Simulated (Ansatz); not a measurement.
# YbBi2IO4: one cell, many SCF starts, part 2 of 2

Wanted: the lowest electronic state of YbBi2IO4 in this cell. One SCF may end in a higher state, so several starts are tried. YbBi$_{2}$IO$_{4}$ is taken in the deposited crystal structure (space group P4/mmm), 8 atoms in the cell. Source: COD entry 1526555, which need not be the ambient phase.

Ansatz 0.2.0; DFT PBEsol+U, PAW, plane waves, scalar-relativistic; U − J = 3.8 eV on Yb f. Earlier steps stand in the parts before.

### Step 4. Spin on, no moments given (the program may seed its own), plain SCF

File input.yaml:

```yaml
crystal:
  lattice:
    - [3.875, 0.0, 0.0]
    - [0.0, 3.875, 0.0]
    - [0.0, 0.0, 9.548]
  atoms:
    - { symbol: I, position: [0.0, 0.0, 0.5] }
    - { symbol: Yb, position: [0.0, 0.0, 0.0] }
    - { symbol: Bi, position: [0.5, 0.5, 0.7429] }
    - { symbol: Bi, position: [0.5, 0.5, 0.2571] }
    - { symbol: O, position: [0.5, 0.0, 0.862] }
    - { symbol: O, position: [0.0, 0.5, 0.862] }
    - { symbol: O, position: [0.5, 0.0, 0.138] }
    - { symbol: O, position: [0.0, 0.5, 0.138] }
hamiltonian:
  xc: pbesol
  pseudopotentials: { kind: paw }
  hubbard: { sites: [{ species: Yb, l: f, u_eff: 3.8 }] }
basis:
  ecutwfc: 420
kpoints:
  mp_grid: { grid: [5, 5, 2] }
scf:
  occupations: { method: fermi_dirac, width: 0.02 }
  lower_state_search: "off"
output:
  forces: true
  stress: true
magnetization:
  spin_polarized: true
```

Launch:

```console
ansatz run input.yaml --threads 2 --pin off --max-ram 5120MiB --backend cpu --events-out ev --progress --plain --runs-dir out
```

The program printed:

```text
[... 15 lines as in an earlier run ...]
Bands: 57, of which v1, the nominal top of the filled ones, is band 48 counted from 1 (47 counted from 0)
[... 16 lines as in an earlier run ...]
Initial density: superposition of atomic densities (chi_scale 0.1, normalization cell, long waves kept whole (reshape's long-wave potential 2.81 eV rms))
[... 2 lines as in an earlier run ...]
SCF iter   1: F=—  HF=-47889.369860 eV  |F-HF|=—  |Δ(HF+E_count)|=         —  Δρ=5.65e-1 (↑5.65e-1 ↓5.65e-1)  dr2=2.67e3  dr2_m=0.00e0  M=0.000 μB ∫|m|=0.000 μB  β_m=0.30  ethr=3.10e-3  ⟨swp⟩=11.3  Hψ=3878  notcnv=0
preconditioner: auto → Kerker (q_TF=auto, 2.547 Å⁻¹)  [metal: Δε(μ)=0.061 eV  Ē_g=11.972 eV  σ=0.020 eV  W_gap=0.49  n_scr=38 (ndim 8)  ℏωp=24.6 eV  f_vac=0.001  D(μ)=6.30/eV (n_scr^D=56)]
[... 1 line as in an earlier run ...]
SCF iter   2: F=—  HF=-48109.624910 eV  |F-HF|=—  |Δ(HF+E_count)|=    2.20e2  Δρ=2.68e-1 (↑2.68e-1 ↓2.68e-1)  dr2=4.66e2  dr2_m=0.00e0  M=0.000 μB ∫|m|=0.000 μB  β_m=0.25  ethr=3.10e-3  ⟨swp⟩=8.7  Hψ=4319  notcnv=0  defer=29
preconditioner: auto → Resta (q_TF=auto, 2.547 Å⁻¹)  ε∞=3.9  [insulator: Δε(μ)=0.094 eV  Ē_g=14.347 eV  σ=0.020 eV  W_gap=0.64  n_scr=38 (ndim 8)  ℏωp=24.6 eV  f_vac=0.003  D(μ)=6.11/eV (n_scr^D=56)  ε∞_Penn≈3.9]
[... 1 line as in an earlier run ...]
SCF iter   3: F=—  HF=-47932.516207 eV  |F-HF|=—  |Δ(HF+E_count)|=    1.77e2  Δρ=1.54e-1 (↑1.54e-1 ↓1.54e-1)  dr2=1.00e2  dr2_m=0.00e0  M=0.000 μB ∫|m|=0.000 μB  β_m=0.38  ethr=3.10e-3  ⟨swp⟩=8.4  Hψ=2851  notcnv=0  defer=24
SCF iter   4: F=—  HF=-47857.256102 eV  |F-HF|=—  |Δ(HF+E_count)|=    7.53e1  Δρ=1.04e-1 (↑1.04e-1 ↓1.04e-1)  dr2=5.93e1  dr2_m=0.00e0  M=0.000 μB ∫|m|=0.000 μB  β_m=0.38  ethr=3.10e-3  ⟨swp⟩=6.2  Hψ=2081  notcnv=0  defer=29
SCF iter   5: F=—  HF=-47845.273209 eV  |F-HF|=—  |Δ(HF+E_count)|=    1.20e1  Δρ=6.26e-2 (↑6.26e-2 ↓6.26e-2)  dr2=3.53e1  dr2_m=0.00e0  M=0.000 μB ∫|m|=0.000 μB  β_m=0.69  ethr=3.10e-3  ⟨swp⟩=5.6  Hψ=1958  notcnv=0  defer=23
SCF iter   6: F=—  HF=-47852.854465 eV  |F-HF|=—  |Δ(HF+E_count)|=    7.58e0  Δρ=7.85e-2 (↑7.85e-2 ↓7.85e-2)  dr2=3.22e1  dr2_m=0.00e0  M=0.000 μB ∫|m|=0.000 μB  β_m=0.61  ethr=3.10e-3  ⟨swp⟩=4.8  Hψ=1850  notcnv=0  defer=21
[... 15 lines left out ...]
SCF iter  21: F=—  HF=-47839.841591 eV  |F-HF|=—  |Δ(HF+E_count)|=   1.64e-7  Δρ=9.29e-6 (↑5.87e-6 ↓9.29e-6)  dr2=2.91e-7  dr2_m=4.65e-8  M=1.000 μB ∫|m|=1.029 μB  β_m=0.93  ethr=1.31e-8  ⟨swp⟩=2.0  Hψ=2424  notcnv=0  defer=52
SCF iter  22: F=—  HF=-47839.841592 eV  |F-HF|=—  |Δ(HF+E_count)|=   1.47e-7  Δρ=1.14e-5 (↑2.56e-6 ↓1.14e-5)  dr2=2.89e-7  dr2_m=2.91e-8  M=1.000 μB ∫|m|=1.029 μB  β_m=0.93  ethr=1.05e-10  ⟨swp⟩=5.2  Hψ=5852  notcnv=0
SCF iter  23: F=-47839.841591 eV  HF=-47839.841591 eV  |F-HF|=4.45e-9  |Δ(HF+E_count)|=   5.40e-8  Δρ=1.26e-6 (↑5.89e-7 ↓1.26e-6)  dr2=6.72e-9  dr2_m=3.29e-10  M=1.000 μB ∫|m|=1.029 μB  ethr=1.05e-10  ⟨swp⟩=3.2  Hψ=5432  notcnv=0
SCF 1 converged in 23 iterations: F = -47839.841591 eV  dr2 = 6.72e-9
SCF converged after 23 iterations
Magnetization: 1.0000 μB (48.0000 up, 47.0000 down)
Absolute magnetization: 1.0282 μB (∫|ρ↑−ρ↓|, with the PAW one-centre terms)
Spin contamination: 0.0003 ħ² per cell (⟨S²⟩ above its minimum at these occupations)
Per-site moments (μB) at R_I (Å): [(0.003410484126033405, 1.4807855924281634), (0.9032595270909601, 0.9665218528556778), (2.616225283463254e-5, 0.9267080883709095), (2.6162252834677292e-5, 0.9267080883709097), (0.022760920211830765, 0.9267080883709095), (0.022760920211830713, 0.9267080883709095), (0.02276092021183064, 0.9267080883709097), (0.02276092021183068, 0.9267080883709097)]
Free energy (F): -47839.841591 eV
Harris-Foulkes:  -47839.841591 eV  (|F-HF|=4.45e-9)
Internal energy: -47839.841591 eV  (E = F + TS)
E sigma→0 (E₀):  -47839.841591 eV
Fermi energy:    10.480900 eV
[... 33 lines left out: energy terms, forces, stress ...]
Occupation matrices written to <dir>
```

Wall time 15 s (2 threads of Arm Neoverse V2, shared host); peak memory 0.65 GiB.

The run ends in the same state as step 2 (ferromagnetic); it took 23 iterations.

### Step 5. Usual moment scaled by 0.1, plain SCF

Changes to input.yaml since step 4:

```diff
@@ -7,3 +7,3 @@
     - { symbol: I, position: [0.0, 0.0, 0.5] }
-    - { symbol: Yb, position: [0.0, 0.0, 0.0] }
+    - { symbol: Yb, position: [0.0, 0.0, 0.0], spin: 0.1 }
     - { symbol: Bi, position: [0.5, 0.5, 0.7429] }
@@ -14,2 +14,4 @@
     - { symbol: O, position: [0.0, 0.5, 0.138] }
+magnetization:
+  spin_polarized: true
 hamiltonian:
@@ -28,3 +30,5 @@
   stress: true
-magnetization:
-  spin_polarized: true
+  write_density: true
+  write_potential: true
+  elf: true
+  volumetric_format: npy
```

Launch:

```console
ansatz run input.yaml --threads 2 --pin off --max-ram 5120MiB --backend cpu --events-out ev --progress --plain --runs-dir out
```

The program printed:

```text
[... 34 lines as in an earlier run ...]
Starting moments: Σ|m| = 0.1 μB on 1 of 8 sites
[... 2 lines as in an earlier run ...]
SCF iter   1: F=—  HF=-47861.503134 eV  |F-HF|=—  |Δ(HF+E_count)|=         —  Δρ=5.37e-1 (↑4.42e-1 ↓5.37e-1)  dr2=1.91e3  dr2_m=3.09e0  M=1.228 μB ∫|m|=1.330 μB  β_m=1.00  ethr=3.10e-3  ⟨swp⟩=12.5  Hψ=6642  notcnv=0
preconditioner: auto → Kerker (q_TF=auto, 2.547 Å⁻¹)  [metal: Δε(μ)=0.004 eV  Ē_g=11.345 eV  σ=0.020 eV  W_gap=0.05  n_scr=38 (ndim 8)  ℏωp=24.6 eV  f_vac=0.001  D(μ)=28.76/eV (n_scr^D=534)]
[... 1 line as in an earlier run ...]
SCF iter   2: F=—  HF=-48047.407663 eV  |F-HF|=—  |Δ(HF+E_count)|=    1.86e2  Δρ=2.57e-1 (↑1.70e-1 ↓2.57e-1)  dr2=2.36e2  dr2_m=2.94e0  M=0.103 μB ∫|m|=0.410 μB  β_m=0.30  ethr=3.10e-3  ⟨swp⟩=8.7  Hψ=8881  notcnv=0  defer=4
SCF iter   3: F=—  HF=-47893.734583 eV  |F-HF|=—  |Δ(HF+E_count)|=    1.54e2  Δρ=1.65e-1 (↑1.00e-1 ↓1.65e-1)  dr2=7.09e1  dr2_m=1.51e0  M=-0.007 μB ∫|m|=0.095 μB  β_m=0.30  ethr=3.10e-3  ⟨swp⟩=5.5  Hψ=5621  notcnv=0  defer=71
SCF iter   4: F=—  HF=-47839.572470 eV  |F-HF|=—  |Δ(HF+E_count)|=    5.42e1  Δρ=7.89e-2 (↑3.49e-2 ↓7.89e-2)  dr2=1.51e1  dr2_m=7.17e-1  M=0.000 μB ∫|m|=0.082 μB  β_m=0.30  ethr=3.10e-3  ⟨swp⟩=6.6  Hψ=4524  notcnv=0  defer=71
SCF iter   5: F=—  HF=-47852.162412 eV  |F-HF|=—  |Δ(HF+E_count)|=    1.26e1  Δρ=4.31e-1 (↑1.10e-1 ↓4.31e-1)  dr2=5.32e2  dr2_m=3.49e1  M=4.529 μB ∫|m|=4.554 μB  β_m=1.00  ethr=3.10e-3  ⟨swp⟩=6.4  Hψ=3755  notcnv=0  defer=76
SCF iter   6: F=—  HF=-47831.445956 eV  |F-HF|=—  |Δ(HF+E_count)|=    2.07e1  Δρ=2.04e-1 (↑1.29e-1 ↓2.04e-1)  dr2=1.08e1  dr2_m=3.63e1  M=0.040 μB ∫|m|=0.576 μB  β_m=0.30  ethr=3.10e-3  ⟨swp⟩=6.6  Hψ=4679  notcnv=0  defer=43
SCF iter   7: F=—  HF=-47838.160220 eV  |F-HF|=—  |Δ(HF+E_count)|=    6.71e0  Δρ=1.68e-1 (↑7.63e-2 ↓1.68e-1)  dr2=1.73e1  dr2_m=1.96e1  M=0.001 μB ∫|m|=0.338 μB  β_m=0.30  ethr=3.10e-3  ⟨swp⟩=3.1  Hψ=2928  notcnv=0  defer=43
SCF iter   8: F=—  HF=-47845.110564 eV  |F-HF|=—  |Δ(HF+E_count)|=    6.95e0  Δρ=1.42e-1 (↑3.24e-2 ↓1.42e-1)  dr2=2.08e1  dr2_m=9.80e0  M=-0.003 μB ∫|m|=0.225 μB  β_m=0.30  ethr=3.10e-3  ⟨swp⟩=4.4  Hψ=3071  notcnv=0  defer=43
SCF iter   9: F=—  HF=-47838.482896 eV  |F-HF|=—  |Δ(HF+E_count)|=    6.63e0  Δρ=5.14e-2 (↑5.14e-2 ↓2.76e-2)  dr2=8.85e-1  dr2_m=1.92e0  M=0.686 μB ∫|m|=0.730 μB  β_m=0.30  ethr=3.10e-3  ⟨swp⟩=4.9  Hψ=3538  notcnv=0  defer=57
Mixer restart at iter 9: flushing history
spin-set hold released at iteration 9 (site moments contracting): the magnetisation degrees of freedom join the quasi-Newton model from the next iteration; the mixer history was flushed
SCF iter  10: F=—  HF=-47839.160598 eV  |F-HF|=—  |Δ(HF+E_count)|=   6.78e-1  Δρ=7.33e-2 (↑2.76e-2 ↓7.33e-2)  dr2=5.11e0  dr2_m=3.22e0  M=0.003 μB ∫|m|=0.187 μB  β_m=0.25  ethr=9.32e-4  ⟨swp⟩=4.4  Hψ=3423  notcnv=0  defer=49  recentre
SCF iter  11: F=—  HF=-47838.914525 eV  |F-HF|=—  |Δ(HF+E_count)|=   2.46e-1  Δρ=2.81e-2 (↑2.81e-2 ↓1.05e-2)  dr2=1.02e0  dr2_m=2.34e-1  M=0.987 μB ∫|m|=1.021 μB  β_m=0.22  ethr=9.32e-4  ⟨swp⟩=4.1  Hψ=3215  notcnv=0  defer=59
SCF iter  12: F=—  HF=-47839.515750 eV  |F-HF|=—  |Δ(HF+E_count)|=   6.01e-1  Δρ=1.82e-2 (↑1.34e-2 ↓1.82e-2)  dr2=1.03e0  dr2_m=2.37e-2  M=1.000 μB ∫|m|=1.024 μB  β_m=0.48  ethr=9.32e-4  ⟨swp⟩=2.2  Hψ=2531  notcnv=0  defer=58
SCF iter  13: F=—  HF=-47839.866449 eV  |F-HF|=—  |Δ(HF+E_count)|=   3.51e-1  Δρ=2.20e-2 (↑3.09e-3 ↓2.20e-2)  dr2=6.98e-1  dr2_m=1.62e-1  M=1.000 μB ∫|m|=1.018 μB  β_m=0.57  ethr=9.32e-4  ⟨swp⟩=2.7  Hψ=2309  notcnv=0  defer=58
[... 11 lines left out ...]
SCF iter  25: F=—  HF=-47839.841591 eV  |F-HF|=—  |Δ(HF+E_count)|=   2.22e-7  Δρ=3.29e-6 (↑3.27e-6 ↓3.29e-6)  dr2=9.17e-8  dr2_m=2.05e-9  M=1.000 μB ∫|m|=1.029 μB  β_m=0.95  ethr=1.05e-10  ⟨swp⟩=20.3  Hψ=14517  notcnv=0
iter 26 met the thresholds in force, and the SCF goes on: an eigenvalue changes by 2.32 meV, over its tolerance of 0.50 meV (output.eigenvalues, Limitations)
SCF iter  26: F=-47839.841591 eV  HF=-47839.841591 eV  |F-HF|=9.87e-8  |Δ(HF+E_count)|=   1.76e-8  Δρ=4.54e-6 (↑1.63e-6 ↓4.54e-6)  dr2=5.53e-8  dr2_m=4.23e-9  M=1.000 μB ∫|m|=1.029 μB  β_m=0.83  ethr=9.65e-11  ⟨swp⟩=9.5  Hψ=9917  notcnv=0
SCF iter  27: F=-47839.841591 eV  HF=-47839.841591 eV  |F-HF|=3.57e-10  |Δ(HF+E_count)|=   1.66e-8  Δρ=6.56e-7 (↑6.14e-7 ↓6.56e-7)  dr2=5.00e-9  dr2_m=5.39e-11  M=1.000 μB ∫|m|=1.029 μB  ethr=5.82e-11  ⟨swp⟩=7.3  Hψ=9894  notcnv=0
SCF 1 converged in 27 iterations: F = -47839.841591 eV  dr2 = 5.00e-9
SCF converged after 27 iterations
an eigenvalue changed by more than its tolerance at an iteration that met the thresholds in force, so the SCF went on 1 time: the last check found none over its tolerance
Magnetization: 1.0000 μB (48.0000 up, 47.0000 down)
Absolute magnetization: 1.0282 μB (∫|ρ↑−ρ↓|, with the PAW one-centre terms)
Spin contamination: 0.0003 ħ² per cell (⟨S²⟩ above its minimum at these occupations)
Per-site moments (μB) at R_I (Å): [(0.0034101237354628748, 1.4807855924281634), (0.9032583749820766, 0.9665218528556778), (2.6196349708633956e-5, 0.9267080883709095), (2.6196349708685385e-5, 0.9267080883709097), (0.022760566348324036, 0.9267080883709095), (0.022760566348323748, 0.9267080883709095), (0.022760566348323942, 0.9267080883709097), (0.022760566348323602, 0.9267080883709097)]
Free energy (F): -47839.841591 eV
Harris-Foulkes:  -47839.841591 eV  (|F-HF|=3.57e-10)
Internal energy: -47839.841591 eV  (E = F + TS)
E sigma→0 (E₀):  -47839.841591 eV
Fermi energy:    10.480872 eV
[... 38 lines left out: energy terms, forces, stress, bands ...]
Occupation matrices written to <dir>
```

Run time: 24 s. Hardware: 2 threads of Arm Neoverse V2, shared host; peak memory 0.65 GiB.

Nothing new: the 27 iterations lead to the state found in step 2 (ferromagnetic).

### Step 6. Moments + scaled by 1.4, plain SCF

Changes to input.yaml since step 5:

```diff
@@ -7,3 +7,3 @@
     - { symbol: I, position: [0.0, 0.0, 0.5] }
-    - { symbol: Yb, position: [0.0, 0.0, 0.0], spin: 0.1 }
+    - { symbol: Yb, position: [0.0, 0.0, 0.0], spin: 1.4 }
     - { symbol: Bi, position: [0.5, 0.5, 0.7429] }
```

Launch:

```console
ansatz run input.yaml --threads 2 --pin off --max-ram 5120MiB --backend cpu --events-out ev --progress --plain --runs-dir out
```

The program printed:

```text
[... 34 lines as in an earlier run ...]
Starting moments: Σ|m| = 1.4 μB on 1 of 8 sites
[... 2 lines as in an earlier run ...]
SCF iter   1: F=—  HF=-47864.036335 eV  |F-HF|=—  |Δ(HF+E_count)|=         —  Δρ=5.22e-1 (↑3.10e-1 ↓5.22e-1)  dr2=1.38e3  dr2_m=1.52e1  M=3.721 μB ∫|m|=3.793 μB  β_m=1.00  ethr=3.10e-3  ⟨swp⟩=12.8  Hψ=6753  notcnv=0
preconditioner: auto → Kerker (q_TF=auto, 2.547 Å⁻¹)  [metal: Δε(μ)=0.006 eV  Ē_g=11.512 eV  σ=0.020 eV  W_gap=0.07  n_scr=38 (ndim 8)  ℏωp=24.6 eV  f_vac=0.001  D(μ)=30.13/eV (n_scr^D=566)]
[... 1 line as in an earlier run ...]
SCF iter   2: F=—  HF=-47989.454785 eV  |F-HF|=—  |Δ(HF+E_count)|=    1.25e2  Δρ=3.11e-1 (↑6.73e-2 ↓3.11e-1)  dr2=1.39e2  dr2_m=2.60e1  M=0.018 μB ∫|m|=0.453 μB  β_m=0.30  ethr=3.10e-3  ⟨swp⟩=8.8  Hψ=8299  notcnv=0  defer=52
preconditioner: auto → Resta (q_TF=auto, 2.547 Å⁻¹)  ε∞=3.6  [insulator: Δε(μ)=0.062 eV  Ē_g=15.390 eV  σ=0.020 eV  W_gap=0.64  n_scr=38 (ndim 8)  ℏωp=24.6 eV  f_vac=0.003  D(μ)=2.96/eV (n_scr^D=16)  ε∞_Penn≈3.6]
[... 1 line as in an earlier run ...]
SCF iter   3: F=—  HF=-47874.665898 eV  |F-HF|=—  |Δ(HF+E_count)|=    1.15e2  Δρ=2.08e-1 (↑3.10e-2 ↓2.08e-1)  dr2=6.48e1  dr2_m=1.26e1  M=-0.006 μB ∫|m|=0.222 μB  β_m=0.30  ethr=3.10e-3  ⟨swp⟩=5.5  Hψ=4636  notcnv=0  defer=65
SCF iter   4: F=—  HF=-47846.711422 eV  |F-HF|=—  |Δ(HF+E_count)|=    2.80e1  Δρ=1.45e-1 (↑2.04e-2 ↓1.45e-1)  dr2=3.16e1  dr2_m=6.06e0  M=-0.000 μB ∫|m|=0.155 μB  β_m=0.30  ethr=3.10e-3  ⟨swp⟩=4.4  Hψ=3816  notcnv=0  defer=56
SCF iter   5: F=—  HF=-47840.886373 eV  |F-HF|=—  |Δ(HF+E_count)|=    5.83e0  Δρ=2.49e-2 (↑2.49e-2 ↓1.27e-2)  dr2=1.18e0  dr2_m=1.36e-1  M=1.002 μB ∫|m|=1.013 μB  β_m=0.30  ethr=3.10e-3  ⟨swp⟩=4.6  Hψ=3611  notcnv=0  defer=56
SCF iter   6: F=—  HF=-47846.508037 eV  |F-HF|=—  |Δ(HF+E_count)|=    5.62e0  Δρ=1.05e-1 (↑1.75e-2 ↓1.05e-1)  dr2=2.13e1  dr2_m=2.72e0  M=-0.000 μB ∫|m|=0.090 μB  β_m=0.30  ethr=1.24e-3  ⟨swp⟩=4.8  Hψ=4149  notcnv=0  defer=45
SCF iter   7: F=—  HF=-47842.321623 eV  |F-HF|=—  |Δ(HF+E_count)|=    4.19e0  Δρ=7.26e-2 (↑1.07e-2 ↓7.26e-2)  dr2=1.15e1  dr2_m=1.34e0  M=0.013 μB ∫|m|=0.062 μB  β_m=0.30  ethr=1.24e-3  ⟨swp⟩=3.8  Hψ=3597  notcnv=0  defer=49
Mixer restart at iter 7: flushing history
spin-set hold released at iteration 7 (site moments contracting): the magnetisation degrees of freedom join the quasi-Newton model from the next iteration; the mixer history was flushed
SCF iter   8: F=—  HF=-47840.614783 eV  |F-HF|=—  |Δ(HF+E_count)|=    1.71e0  Δρ=5.52e-2 (↑1.59e-2 ↓5.52e-2)  dr2=7.14e0  dr2_m=5.63e-1  M=1.080 μB ∫|m|=1.094 μB  β_m=0.23  ethr=1.24e-3  ⟨swp⟩=4.8  Hψ=3558  notcnv=0  defer=68
SCF iter   9: F=—  HF=-47839.139126 eV  |F-HF|=—  |Δ(HF+E_count)|=    1.48e0  Δρ=1.11e-2 (↑4.81e-3 ↓1.11e-2)  dr2=3.94e-1  dr2_m=3.78e-2  M=0.908 μB ∫|m|=0.922 μB  β_m=0.62  ethr=1.24e-3  ⟨swp⟩=4.1  Hψ=3523  notcnv=0  defer=62
SCF iter  10: F=—  HF=-47839.868222 eV  |F-HF|=—  |Δ(HF+E_count)|=   7.29e-1  Δρ=2.79e-2 (↑5.49e-3 ↓2.79e-2)  dr2=1.32e0  dr2_m=2.06e-1  M=1.000 μB ∫|m|=1.023 μB  β_m=0.19  ethr=4.15e-4  ⟨swp⟩=3.5  Hψ=2726  notcnv=0  defer=60
SCF iter  11: F=—  HF=-47839.812598 eV  |F-HF|=—  |Δ(HF+E_count)|=   5.56e-2  Δρ=1.48e-2 (↑2.82e-3 ↓1.48e-2)  dr2=3.93e-1  dr2_m=5.27e-2  M=1.000 μB ∫|m|=1.028 μB  β_m=0.53  ethr=4.15e-4  ⟨swp⟩=3.5  Hψ=3061  notcnv=0  defer=71
[... 7 lines left out ...]
SCF iter  19: F=—  HF=-47839.841592 eV  |F-HF|=—  |Δ(HF+E_count)|=   1.98e-8  Δρ=6.57e-6 (↑4.38e-6 ↓6.57e-6)  dr2=1.41e-7  dr2_m=8.67e-9  M=1.000 μB ∫|m|=1.029 μB  β_m=0.82  ethr=1.05e-10  ⟨swp⟩=21.2  Hψ=14087  notcnv=0
iter 20 met the thresholds in force, and the SCF goes on: an eigenvalue changes by 0.99 meV, over its tolerance of 0.50 meV (output.eigenvalues, Limitations)
SCF iter  20: F=-47839.841591 eV  HF=-47839.841591 eV  |F-HF|=1.67e-8  |Δ(HF+E_count)|=   3.96e-8  Δρ=2.58e-6 (↑7.91e-7 ↓2.58e-6)  dr2=1.39e-8  dr2_m=1.76e-9  M=1.000 μB ∫|m|=1.029 μB  β_m=0.77  ethr=1.05e-10  ⟨swp⟩=9.5  Hψ=9873  notcnv=0
SCF iter  21: F=-47839.841591 eV  HF=-47839.841591 eV  |F-HF|=8.80e-10  |Δ(HF+E_count)|=   2.65e-9  Δρ=6.13e-7 (↑6.13e-7 ↓3.34e-7)  dr2=1.27e-9  dr2_m=6.50e-11  M=1.000 μB ∫|m|=1.029 μB  ethr=1.46e-11  ⟨swp⟩=6.5  Hψ=9317  notcnv=0
SCF 1 converged in 21 iterations: F = -47839.841591 eV  dr2 = 1.27e-9
SCF converged after 21 iterations
an eigenvalue changed by more than its tolerance at an iteration that met the thresholds in force, so the SCF went on 1 time: the last check found none over its tolerance
Magnetization: 1.0000 μB (48.0000 up, 47.0000 down)
Absolute magnetization: 1.0282 μB (∫|ρ↑−ρ↓|, with the PAW one-centre terms)
Spin contamination: 0.0003 ħ² per cell (⟨S²⟩ above its minimum at these occupations)
Per-site moments (μB) at R_I (Å): [(0.0034101867057798048, 1.4807855924281634), (0.9032582123696304, 0.9665218528556778), (2.595857301811046e-5, 0.9267080883709095), (2.595857301810242e-5, 0.9267080883709097), (0.02276265880714355, 0.9267080883709095), (0.022762658807143676, 0.9267080883709095), (0.022762658807143628, 0.9267080883709097), (0.02276265880714355, 0.9267080883709097)]
Free energy (F): -47839.841591 eV
Harris-Foulkes:  -47839.841591 eV  (|F-HF|=8.80e-10)
Internal energy: -47839.841591 eV  (E = F + TS)
E sigma→0 (E₀):  -47839.841591 eV
Fermi energy:    10.480892 eV
[... 38 lines left out: energy terms, forces, stress, bands ...]
Occupation matrices written to <dir>
```

It took 21 s on 2 threads of Arm Neoverse V2, shared host; peak memory 0.65 GiB.

This is the state of step 2 again (ferromagnetic), after 21 iterations.

### Step 7. The runs side by side

```csv
step,iterations,state,moments of Yb2 (μB),total (μB),gap (eV),pressure (GPa),above lowest (meV/atom)
2,22,1,0.90,1.00,0.70,-0.9,0.0
3,20,2,0.00,0.00,none,-0.1,100
4,23,1,0.90,1.00,0.70,-0.9,0.0
5,27,1,0.90,1.00,0.70,-0.9,0.0
6,21,1,0.90,1.00,0.70,-0.9,0.0
```

States are numbered from the lowest. Starts by step: 2 usual moment, plain SCF; 3 no spin polarisation; 4 spin on, no moments given (the program may seed its own), plain SCF; 5 usual moment scaled by 0.1, plain SCF; 6 moments + scaled by 1.4, plain SCF.

The 5 runs of this session took 84 s in all, from 7.3 s to 24 s each.

Decimal logarithm of the largest residual (eV) by iteration, counted through all cycles of a run:

```csv
iteration,step 2,step 3,step 4,step 5,step 6
1,3.2,2.1,3.4,3.3,3.1
2,2.2,1.7,2.7,2.4,2.1
3,1.8,1.4,2.0,1.9,1.8
4,1.5,0.3,1.8,1.2,1.5
5,0.2,0.6,1.5,2.7,0.1
6,1.4,0.7,1.5,1.6,1.3
8,0.8,0.2,0.3,1.3,0.9
10,0.2,-0.9,0.3,0.7,0.1
13,-0.9,-2.4,-0.1,-0.2,-1.9
15,-1.3,-2.5,-1.0,-0.6,-2.7
18,-4.6,-4.9,-2.7,-2.2,-6.6
20,-5.3,-7.2,-4.9,-3.0,-7.9
22,-8.5,-,-6.5,-4.4,-
25,-,-,-,-7.0,-
27,-,-,-,-8.3,-
```

### Step 8. Results

The summary covers parts 1 to 2.

| quantity | value |
| --- | --- |
| distinct states | 2 from 5 converged runs |
| lowest state from plain starts | ferromagnetic |
| its moments | Yb2 0.90 μB |
| total moment | 1.00 μB per cell |
| gap on the k-mesh | 0.70 eV |
| pressure | -0.9 GPa |
| largest force | 0.388 eV/Å |
| next state | non-magnetic (no spin polarisation), 100 meV/atom higher |

5 runs converged, to 2 different states. Switching spin polarisation off costs 100 meV/atom in free energy, smearing entropy included. The search isn't exhaustive: larger magnetic cells and non-collinear orders weren't tried. The cell holds one magnetic atom, so no order but the parallel one can form in it. Spin–orbit coupling is left out, and with it any orbital moment of an open f shell.
